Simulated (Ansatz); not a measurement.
# La₂AsI₂, space group P-3m1: a convergence test of the k-point mesh

Run with Ansatz 0.2.0 through its Python package.

The script, `kconv_la2asi2.py`:
```python
"""Convergence of La2AsI2 with the k-point mesh."""

import ansatz as az
import pandas as pd

system = (
    az.Lattice.from_parameters(4.417618, 4.417618, 11.191987, alpha=90.0, beta=90.0, gamma=120.0)
    .atom("La", (1 / 3, 2 / 3, 0.1480615))
    .atom("La", (2 / 3, 1 / 3, 0.8519385))
    .atom("As", (0.0, 0.0, 0.0))
    .atom("I", (1 / 3, 2 / 3, 0.66483244))
    .atom("I", (2 / 3, 1 / 3, 0.33516756))
)

job = (
    system.calculation()
    .basis(34 * az.Ry)
    .occupations("fermi_dirac", width=0.01)
    .functional(az.Functional.R2SCAN)
    .scf(tolerance=1e-09, lower_state_search="off")
    .accuracy("low")
    .forces()
    .stress()
)

rows = []
for value in [(2, 2, 1), (3, 3, 1), (4, 4, 2), (5, 5, 2), (6, 6, 2), (7, 7, 3)]:
    data = job.kpoints(mesh=value).run(threads=1, pin="off").report
    rows.append((value, data["free_energy_ev"] / len(data["lattice"]["sites"]), data["n_iterations"], sum(data["stress_gpa"][i][i] for i in range(3)) / 3, max(abs(f) for row in data["forces_ev_ang"] for f in row), data["n_kpoints"]))

table = pd.DataFrame(rows, columns=["mesh", "F/atom (eV)", "iterations", "P (GPa)", "max component (eV/A)", "k-points"])
print(table.round(5).to_string(index=False))

# differences from the last row
for row in rows[:-1]:
    shift = 1000 * (row[1] - rows[-1][1])
    print(f"{row[0]}: {shift:+.2f} meV/atom" + ("  (within 5 meV)" if abs(shift) < 5 else ""))
```

`python kconv_la2asi2.py` gives:
```text
DeckWarning: basis.ecutwfc = 462.593566181796 eV is below the records' recommended 500 eV, and the density's cutoff is lower with it unless basis.ecutrho_ratio is high enough to keep the records' density cutoff: compare with a run at a higher cutoff
DeckWarning: output.stress: scf.convergence.dr2_threshold = 1e-9 eV is looser than the 5e-10 eV advised for a printed stress (1e-10 eV for each atom of the cell: 5). What an SCF threshold leaves in a stress goes as its square root, and in the free energy as [...]
     mesh  F/atom (eV)  iterations  P (GPa)  max component (eV/A)  k-points
(2, 2, 1)  -6491.78091          20  0.50603               0.07746         2
(3, 3, 1)  -6491.82963          15  0.05854               0.02678         3
(4, 4, 2)  -6491.82430          12  0.00575               0.03936         8
(5, 5, 2)  -6491.80822          12  0.09019               0.03157        10
(6, 6, 2)  -6491.81511          12  0.09746               0.02257        14
(7, 7, 3)  -6491.81924          11  0.06067               0.01787        20
(2, 2, 1): +38.34 meV/atom
(3, 3, 1): -10.38 meV/atom
(4, 4, 2): -5.06 meV/atom
(5, 5, 2): +11.02 meV/atom
(6, 6, 2): +4.14 meV/atom  (within 5 meV)
```
(Warnings from the package without file and line, shortened.)

From 6×6×2 on it stays within 5 meV an atom of the value at 7×7×3; the first row (2×2×1) is off by 38.3 meV and the last but one by 4.14 meV. That rests on few rows after larger swings, so the series isn't shown to be converged. It goes up and down, since the sum over k-points isn't variational. The pressure moves from 0.51 to 0.06 GPa. The last run costs about 3.1 times the first.

Caveats:
- The cutoff lies under the one recommended for these potentials.
- The cell holds an odd number of electrons and is run without spin, so a magnetic state may lie lower.
- Under the recommended cutoff a pressure can be off by several GPa, even in sign.
- Pressure is positive in compression.
- The structure comes from a database of computed cells and needn't be a stable or known phase.
- Shifts are counted from the finest mesh, which is itself no proven limit.
- The whole script took 3.3 min on 1 thread of Arm Neoverse N1, with other jobs on the host, peak memory 0.78 GiB.
